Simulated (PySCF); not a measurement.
**C₆H₁₀FNOSi: NMR shifts in solvents**

Aim: compute the NMR shifts of C₆H₁₀FNOSi (`C[C@@H]1C[SiH2]C[C@](F)(C#N)O1`), and see what a dielectric continuum does where one was used.

The runs use PySCF 2.14.0, with density-fitted response routines of our own; the level of theory stands in each step. All values are computed, except where a source is named. Atoms are numbered from 0 throughout.

## 1. The starting structure

20 atoms, charge 0, multiplicity 1; geometry from: GFN2-xTB.

Bonds of the start (Å): C0–C1 1.52, C1–C2 1.53, C2–Si3 1.90, Si3–C4 1.91, C4–C5 1.53, C5–F6 1.40, C5–C7 1.47, C7–N8 1.14, C5–O9 1.38, O9–C1 1.43, C0–H10 1.09, C0–H11 1.09, C0–H12 1.09, C1–H13 1.10, C2–H14 1.09, C2–H15 1.09, Si3–H16 1.46, Si3–H17 1.46, C4–H18 1.09, C4–H19 1.09.

## 2. Geometry optimisation at PBE0-D3(BJ)/def2-SVP

Job settings and geometry (Å):

```
{"job": {"xc": "PBE0", "basis": "def2-SVP", "d3": "d3bj", "grid": 1, "kind": "geom"}, "charge": 0, "multiplicity": 1}
C      2.516842     0.321963    -0.443284
C      1.155865    -0.069161     0.118637
C      0.580155    -1.299070    -0.586301
Si    -1.184208    -1.647111     0.032067
C     -1.929138     0.108652     0.025927
C     -0.895720     1.088737     0.579693
F     -0.726624     0.806096     1.943133
C     -1.438945     2.448119     0.477578
N     -1.913510     3.481027     0.375284
O      0.329792     1.090647    -0.045256
H      2.879785     1.217364     0.053950
H      2.430002     0.528312    -1.507071
H      3.226292    -0.486340    -0.290040
H      1.251848    -0.276370     1.193652
H      1.250199    -2.138965    -0.407917
H      0.578837    -1.111582    -1.662105
H     -1.174050    -2.181178     1.395115
H     -1.935256    -2.489094    -0.898366
H     -2.832488     0.189652     0.629063
H     -2.174826     0.428981    -0.986796
```

Run with:

```
> OMP_NUM_THREADS=1 python probes_run.py task.json out
```

The driver reads the jobs from task.json and runs them one after another.

The log of the run:

```text
step   0  E = -752.89464933  max force = 0.033105
step   1  E = -752.89556519  max force = 0.009461
step   2  E = -752.89718773  max force = 0.006721
step   3  E = -752.89772276  max force = 0.002344
step   4  E = -752.89781801  max force = 0.000942
step   5  E = -752.89786756  max force = 0.000843
step   6  E = -752.89789033  max force = 0.000924
step   7  E = -752.89791066  max force = 0.000566
step   8  E = -752.89792190  max force = 0.000377
optimisation converged
```

Wall time 3.8 min (1 thread of Arm Neoverse V1, shared host); peak memory 0.9 GiB.

The steps of the relaxation:

```tsv
step	energy from step 0 (eV)	largest force component (eV/Å)
0	0.0000	1.7023
1	-0.0249	0.4865
2	-0.0691	0.3456
3	-0.0836	0.1205
4	-0.0862	0.0484
5	-0.0876	0.0433
6	-0.0882	0.0475
7	-0.0887	0.0291
8	-0.0891	0.0194
```

Close pairs (by a distance rule), those that changed most:

```tsv
bond	before (Å)	after (Å)	change (Å)
Si3–H17	1.462	1.493	+0.030
Si3–H16	1.464	1.492	+0.029
C5–F6	1.403	1.382	-0.021
C5–C7	1.467	1.485	+0.018
C2–Si3	1.902	1.885	-0.017
C7–N8	1.141	1.155	+0.014
C0–H11	1.087	1.100	+0.013
C0–H12	1.086	1.099	+0.013
```

The final coordinates are the input of the step that follows.

```tsv
at the end point	value
point group (found at 0.08 Å tolerance)	C1
rotational constants (GHz, main isotopes)	1.555, 0.994, 0.720
dipole moment (D)	4.56
```

## 3. Nuclear shieldings: PBE0/pcSseg-1 in chloroform

Job settings and geometry (Å):

```
{"job": {"kind": "nmr", "xc": "PBE0", "basis": "pcSseg-1", "solvent": "chloroform", "pop": true}, "charge": 0, "multiplicity": 1}
C      2.306660    -0.007213    -1.457948
C      1.188173    -0.442631    -0.537963
C      0.505495    -1.733923    -0.987499
Si    -1.008125    -2.103297     0.072891
C     -1.804059    -0.391619     0.229912
C     -0.719724     0.659235     0.442896
F     -0.174452     0.456411     1.696596
C     -1.293126     2.029231     0.437054
N     -1.777784     3.077888     0.435066
O      0.272906     0.665024    -0.504255
H      2.765808     0.921853    -1.091893
H      1.918551     0.173037    -2.471777
H      3.079848    -0.787043    -1.511475
H      1.590370    -0.575244     0.481427
H      1.231291    -2.562232    -0.956260
H      0.185671    -1.626678    -2.038802
H     -0.624518    -2.640875     1.411326
H     -1.945224    -3.058434    -0.588896
H     -2.535916    -0.329120     1.048454
H     -2.328424    -0.155379    -0.709352
```

With the program's defaults for keys left out, this is: GIAO PBE0/pcSseg-1 NMR shielding, non-relativistic, IEF-PCM chloroform.

The log of the run:

```text
coarse grid: 17576 points
cycle   1  E = -753.0374370240  dE =  1.317e+00  |g| = 8.758e-01  |ddm| = 4.064e+00
cycle   2  E = -752.8111562983  dE =  2.263e-01  |g| = 1.411e+00  |ddm| = 1.525e+00
cycle   3  E = -753.1699555566  dE = -3.588e-01  |g| = 2.709e-01  |ddm| = 1.043e+00
cycle   4  E = -753.1846540051  dE = -1.470e-02  |g| = 7.331e-02  |ddm| = 2.128e-01
cycle   5  E = -753.1856359874  dE = -9.820e-04  |g| = 2.308e-02  |ddm| = 6.210e-02
cycle   6  E = -753.1857415121  dE = -1.055e-04  |g| = 4.182e-03  |ddm| = 1.934e-02
cycle   7  E = -753.1857449961  dE = -3.484e-06  |g| = 1.213e-03  |ddm| = 4.293e-03
final grid: 166704 points
cycle   8  E = -753.2620218421  dE = -4.695e-05  |g| = 1.256e-02  |ddm| = 3.802e-02
cycle   9  E = -753.2619913011  dE =  3.054e-05  |g| = 1.815e-02  |ddm| = 2.109e-02
cycle  10  E = -753.2620529077  dE = -6.161e-05  |g| = 1.284e-03  |ddm| = 1.237e-02
cycle  11  E = -753.2620532303  dE = -3.226e-07  |g| = 4.450e-04  |ddm| = 1.334e-03
cycle  12  E = -753.2620532588  dE = -2.857e-08  |g| = 2.451e-04  |ddm| = 4.702e-04
cycle  13  E = -753.2620532700  dE = -1.114e-08  |g| = 7.109e-05  |ddm| = 1.906e-04
cycle  14  E = -753.2620532710  dE = -9.943e-10  |g| = 1.888e-05  |ddm| = 5.696e-05
converged SCF energy = -753.2620532710

GIAO shielding tensors (ppm)
atom      isotropic    diamagn.    paramagn.     s11        s22        s33       span
  0 C      157.612     246.164     -88.552    137.987    149.423    185.425     47.439
  1 C      115.835     244.155    -128.320     81.789    109.574    156.143     74.354
  2 C      170.285     252.884     -82.599    151.895    170.295    188.666     36.771
  3 Si     399.589     878.779    -479.190    373.797    399.588    425.382     51.584
  4 C      164.301     252.971     -88.670    139.949    164.954    187.999     48.050
  5 C       78.345     238.294    -159.949     51.811     88.329     94.896     43.085
  6 F      296.563     477.049    -180.486    230.004    312.122    347.563    117.559
  7 C       61.216     261.810    -200.594    -58.889    -54.148    296.684    355.573
  8 N      -24.007     341.106    -365.113   -182.215   -163.196    273.389    455.604
  9 O      211.723     403.963    -192.240    148.090    214.707    272.372    124.282
 10 H       29.628      29.069       0.558     25.022     27.467     36.394     11.372
 11 H       29.888      29.320       0.568     26.630     28.252     34.783      8.153
 12 H       30.018      27.837       2.181     25.800     27.620     36.633     10.833
 13 H       27.025      32.198      -5.173     23.997     27.166     29.912      5.914
 14 H       30.399      29.297       1.103     25.510     28.243     37.445     11.935
 15 H       30.344      30.666      -0.322     26.485     29.041     35.507      9.022
 16 H       26.911      27.826      -0.914     23.906     24.704     32.124      8.218
 17 H       27.077      27.156      -0.079     23.846     24.283     33.101      9.255
 18 H       29.620      28.652       0.969     25.869     27.571     35.421      9.553
 19 H       29.853      29.966      -0.114     26.340     27.840     35.377      9.038
```

It took 60 s on 1 thread of Arm Neoverse V1, shared host; peak memory 1.2 GiB.

Shifts follow as δ = σ(reference) − σ, with reference shieldings (ppm) from runs at the same level and on the same kind of geometry: 1H TMS 31.25, 13C TMS 185.2, 29Si TMS 351.9, 19F CFCl3 179.6, 15N NH3 267.8, 17O H2O 341.0. The references are single molecules in the same continuum, so shifts against H2O, NH3, PH3, H3PO4 or CFCl3 are not on the usual liquid scales and can be off by tens of ppm. Atoms listed in one row are averaged.

```tsv
atoms	environment	σ (ppm)	δ (ppm)
C7	nitrile carbon	61.2	123.9
C5	fully substituted sp3 carbon bonded to F and O, α to a nitrile	78.3	106.8
C1	sp3 CH bonded to O	115.8	69.3
C0	methyl carbon	157.6	27.6
C4	sp3 CH2 bonded to Si	164.3	20.9
C2	sp3 CH2 bonded to Si	170.3	14.9
H16	hydrogen on a silicon bonded to 2 C, in a 6-membered ring	26.91	4.34
H13	hydrogen on an sp3 CH bonded to O	27.02	4.22
H17	hydrogen on a silicon bonded to 2 C, in a 6-membered ring	27.08	4.17
H18	hydrogen on an sp3 CH2 bonded to Si	29.62	1.63
H10, H11, H12	hydrogen on a methyl carbon	29.84	1.40
H19	hydrogen on an sp3 CH2 bonded to Si	29.85	1.39
H15	hydrogen on an sp3 CH2 bonded to Si	30.34	0.90
H14	hydrogen on an sp3 CH2 bonded to Si	30.40	0.85
Si3	silicon bonded to 2 C, 2 H, in a 6-membered ring	399.6	-47.7
F6	fluorine on an sp3 carbon	296.6	-116.9
N8	nitrile nitrogen	-24.0	291.8
O9	ether oxygen	211.7	129.2
```

Charges from the same density, by scheme (e):

```tsv
atoms	Mulliken	IAO	Hirshfeld	ESP fit
C0	-0.21	-0.41	-0.12	-0.66
C1	-0.05	0.10	0.05	0.58
C2	-0.50	-0.56	-0.16	-0.59
Si3	0.68	0.76	0.35	0.57
C4	-0.46	-0.57	-0.17	-0.54
C5	0.39	0.47	0.19	0.54
F6	-0.31	-0.32	-0.09	-0.26
C7	0.17	0.15	0.08	0.31
N8	-0.28	-0.25	-0.23	-0.46
O9	-0.50	-0.39	-0.13	-0.48
```

Mayer bond orders: C0–C1 1.06, C1–C2 1.01, C2–Si3 0.91, Si3–C4 0.85, C4–C5 1.03, C5–F6 0.87, C5–C7 0.93, C7–N8 3.07, C5–O9 1.02, O9–C1 0.81.

Ring of atoms C1, C2, Si3, C4, C5, O9: NICS(0) -2.1, NICS(1) -1.7, NICS(1)zz 3.5 ppm (means of both faces).

## 4. Nuclear shieldings: PBE0/pcSseg-1 in dimethylsulfoxide

Settings changed since step 3:

```diff
@@ -1,2 +1,2 @@
-{"job": {"kind": "nmr", "xc": "PBE0", "basis": "pcSseg-1", "solvent": "chloroform", "pop": true}, "charge": 0, "multiplicity": 1}
+{"job": {"kind": "nmr", "xc": "PBE0", "basis": "pcSseg-1", "solvent": "dimethylsulfoxide", "pop": false}, "charge": 0, "multiplicity": 1}
 C      2.306660    -0.007213    -1.457948
```

Method: GIAO PBE0/pcSseg-1 NMR shielding, non-relativistic, IEF-PCM dimethylsulfoxide.

The log of the run:

```text
coarse grid: 17576 points
cycle   1  E = -753.0421861567  dE =  1.312e+00  |g| = 8.717e-01  |ddm| = 4.064e+00
cycle   2  E = -752.8300888660  dE =  2.121e-01  |g| = 1.383e+00  |ddm| = 1.491e+00
cycle   3  E = -753.1746204601  dE = -3.445e-01  |g| = 2.552e-01  |ddm| = 1.006e+00
cycle   4  E = -753.1876059427  dE = -1.299e-02  |g| = 7.060e-02  |ddm| = 2.003e-01
cycle   5  E = -753.1885188626  dE = -9.129e-04  |g| = 2.215e-02  |ddm| = 5.854e-02
cycle   6  E = -753.1886156189  dE = -9.676e-05  |g| = 3.950e-03  |ddm| = 1.847e-02
cycle   7  E = -753.1886187504  dE = -3.132e-06  |g| = 1.104e-03  |ddm| = 3.956e-03
final grid: 166704 points
cycle   8  E = -753.2648915149  dE = -4.716e-05  |g| = 1.250e-02  |ddm| = 3.802e-02
cycle   9  E = -753.2648619908  dE =  2.952e-05  |g| = 1.796e-02  |ddm| = 2.087e-02
cycle  10  E = -753.2649223640  dE = -6.037e-05  |g| = 1.274e-03  |ddm| = 1.212e-02
cycle  11  E = -753.2649226811  dE = -3.171e-07  |g| = 4.374e-04  |ddm| = 1.280e-03
cycle  12  E = -753.2649227088  dE = -2.767e-08  |g| = 2.398e-04  |ddm| = 4.566e-04
cycle  13  E = -753.2649227195  dE = -1.072e-08  |g| = 6.682e-05  |ddm| = 1.844e-04
cycle  14  E = -753.2649227204  dE = -8.761e-10  |g| = 1.801e-05  |ddm| = 5.400e-05
converged SCF energy = -753.2649227204

GIAO shielding tensors (ppm)
atom      isotropic    diamagn.    paramagn.     s11        s22        s33       span
  0 C      157.843     246.359     -88.516    138.158    149.639    185.732     47.574
  1 C      115.457     244.258    -128.801     80.946    109.197    156.228     75.282
  2 C      170.374     252.868     -82.494    152.107    170.282    188.734     36.626
  3 Si     399.210     878.743    -479.532    372.942    399.431    425.258     52.316
  4 C      164.221     252.923     -88.702    139.822    164.758    188.082     48.260
  5 C       77.763     238.410    -160.647     50.975     88.402     93.912     42.937
  6 F      297.321     477.176    -179.855    231.222    312.832    347.910    116.688
  7 C       60.533     261.850    -201.317    -59.832    -54.971    296.401    356.233
  8 N      -19.685     341.547    -361.231   -175.847   -156.879    273.673    449.520
  9 O      212.637     404.283    -191.646    148.183    216.253    273.475    125.292
 10 H       29.684      29.151       0.534     25.089     27.524     36.440     11.351
 11 H       29.892      29.355       0.537     26.632     28.255     34.789      8.157
 12 H       29.925      27.762       2.163     25.678     27.521     36.577     10.899
 13 H       26.985      32.187      -5.201     23.962     27.110     29.885      5.924
 14 H       30.305      29.172       1.133     25.375     28.133     37.407     12.032
 15 H       30.281      30.600      -0.319     26.401     28.973     35.469      9.069
 16 H       26.942      27.883      -0.941     23.939     24.742     32.145      8.206
 17 H       27.076      27.145      -0.068     23.858     24.270     33.101      9.242
 18 H       29.544      28.538       1.006     25.760     27.485     35.386      9.626
 19 H       29.744      29.832      -0.087     26.207     27.716     35.310      9.103
```

Wall time 57 s (1 thread of Arm Neoverse V1, shared host); peak memory 1.1 GiB.

Key values: δ C7 124.9, C5 107.7, C1 70.0, C0 27.6, H16 4.30, H13 4.25 ppm.

## 5. Side by side: NMR shifts

Shifts (ppm) of some atoms, chosen among heavy atoms and hydrogens apart, with basis size and wall time:

```tsv
run	C7	C5	C1	H19	H14	N8	O9	functions	time
PBE0/pcSseg-1 in chloroform	123.9	106.8	69.3	1.39	0.85	291.8	129.2	227	60 s
PBE0/pcSseg-1 in dimethylsulfoxide	124.9	107.7	70.0	1.49	0.93	288.2	130.4	227	57 s
```

The continuum's effect on the ground state:

```tsv
solvent	ε	polarisation energy (Eh)	μ (D)
chloroform	4.71	-0.0085	5.68
dimethylsulfoxide	46.83	-0.0122	6.01
```

## 6. What came out

| quantity | value |
| --- | --- |
| point group | C1 |
| rotational constants (main isotopes) | 1.55, 0.99, 0.72 GHz |
| 13C shifts against TMS (PBE0/pcSseg-1, chloroform) | 123.9, 106.8, 69.3, 27.6, 20.9, 14.9 ppm |
| 1H shifts against TMS (PBE0/pcSseg-1, chloroform, means over atoms taken as alike) | 4.34, 4.22, 4.17, 1.63, 1.40, 1.39, 0.90, 0.85 ppm |
| 29Si shifts against TMS (PBE0/pcSseg-1, chloroform) | -47.7 ppm |
| 19F shifts against CFCl3 (PBE0/pcSseg-1, chloroform) | -116.9 ppm |
| 15N shifts against NH3 (PBE0/pcSseg-1, chloroform) | 291.8 ppm |
| 17O shifts against H2O (PBE0/pcSseg-1, chloroform) | 129.2 ppm |
| range of the shift of N8 | 288.2 to 291.8 ppm |

The optimisation took 8 steps and gained 0.089 eV; among the close pairs (by a distance rule), Si3–H17 changed most, from 1.462 to 1.493 Å. C7 (nitrile carbon) lies farthest downfield among carbon, at 123.9 ppm; C≡N carbons fall here, among the sp2 signals but without a proton. At PBE0/pcSseg-1: The widest tensor belongs to N8: span 456 ppm, with a paramagnetic part of -365 ppm. Across the 2 runs the shift of N8 moves most, between 288.2 (PBE0/pcSseg-1 in dimethylsulfoxide) and 291.8 ppm (PBE0/pcSseg-1 in chloroform). The continuum holds electrostatics alone: no hydrogen bonds to the solvent, and the gas-phase geometry is kept.
